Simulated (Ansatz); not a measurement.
**AsH2 (doublet): wave-function methods side by side, aug-cc-pVTZ**

Aim: climb from Hartree-Fock through coupled cluster and multireference methods for AsH2 (doublet) at one geometry and basis, and see what each rung misses.

The runs use Ansatz 0.2.0, Gaussian basis; aug-cc-pVTZ, core rule «outside noble gas», up to 14 orbitals frozen.

Plan: UHF; CCSD(T) on ROHF; CCSD(T) on UHF; BCCD(T) on ROHF; CCSDT(Q) on ROHF; CCSDT(Q) on UHF; CASSCF and MRCISD+Q, 7 electrons in 6 orbitals; CASSCF and NEVPT2, 7 electrons in 6 orbitals.

5 further runs of the same task are left out: 5 set aside as unsound or not needed.

## 1. The geometry

The geometry is a PBE0/def2-TZVPD stationary point (not a proven minimum) of the parent state, kept for this charge and spin. No spin-orbit coupling is included. The filled d shell of As may be among the frozen orbitals whatever the setting's name suggests; the logs give the count.

3 atoms, charge 0, spin multiplicity 2.

Atoms are counted from 1 here; the program's logs count them from 0.

Bond lengths: As1–H2 1.529 Å.

## 2. UHF

in.yaml reads:

```yaml
crystal:
  periodic: [false, false, false]
  atoms:
    - {symbol: As, position_ang: [0.000000, 0.019104, 0.027157]}
    - {symbol: H, position_ang: [0.000000, -1.503296, -0.111117]}
    - {symbol: H, position_ang: [0.000000, 0.083270, -1.907532]}
basis:
  gaussian: {orbitals: aug-cc-pVTZ}
magnetization: {spin_polarized: true, initial_magnetization: 1}
hamiltonian: {xc: hf}
output: {orbitals: {seedname: orbitals}}
```

Run with:

```sh
$ ansatz run in.yaml --threads 1 --pin off --events-out ev --progress --plain --max-ram 2560MiB --backend cpu
```

The runs that follow: CCSD(T) on ROHF; CCSD(T) on UHF; BCCD(T) on ROHF; CCSDT(Q) on ROHF; CCSDT(Q) on UHF; CASSCF and MRCISD+Q, 7 electrons in 6 orbitals; CASSCF and NEVPT2, 7 electrons in 6 orbitals.

Q: Predict the results of all the runs planned. Wanted: UCCSDT(Q) below the RHF energy; RMP2 from UCCSDT(Q); UMP2 from UCCSDT(Q); RCCSD from UCCSDT(Q); RCCSD(T) from UCCSDT(Q); UCCSD(T) from UCCSDT(Q); RCCSDT(Q) from UCCSDT(Q); NEVPT2 valence from UCCSDT(Q); MRCISD+Q valence from UCCSDT(Q).

As calculated:

```
                         quantity                                                                     value
   UCCSDT(Q) below the RHF energy                                                                -4.6543 eV
              RMP2 from UCCSDT(Q)                                                              +90.3 kJ/mol
              UMP2 from UCCSDT(Q)                                                              +95.9 kJ/mol
             RCCSD from UCCSDT(Q)                                                              +19.7 kJ/mol
          RCCSD(T) from UCCSDT(Q)                                                               +3.5 kJ/mol
          UCCSD(T) from UCCSDT(Q)                                                               +3.4 kJ/mol
         RCCSDT(Q) from UCCSDT(Q)                                                               +0.3 kJ/mol
    NEVPT2 valence from UCCSDT(Q)                                                              +75.6 kJ/mol
  MRCISD+Q valence from UCCSDT(Q)                                                               +2.4 kJ/mol
levels within 1 kcal/mol (43 meV)  RCCSD(T), UCCSD(T), BCCD(T), RCCSDT, UCCSDT, RCCSDT(Q), MRCISD+Q valence
                    T1 diagnostic                                                                     0.023
   effectively unpaired electrons                                                                      1.06
```

What this shows: RCCSD(T) lands +3.5 kJ/mol from the yardstick (0.8 % of the correlation energy). One determinant dominates. Of the multireference levels listed MRCISD+Q valence comes nearest in total energy (+2.4 kJ/mol), which doesn't show that its space is the better one. These misses are within one basis, not against nature; the frozen cores of restricted and unrestricted runs differ, which can shift their rows.
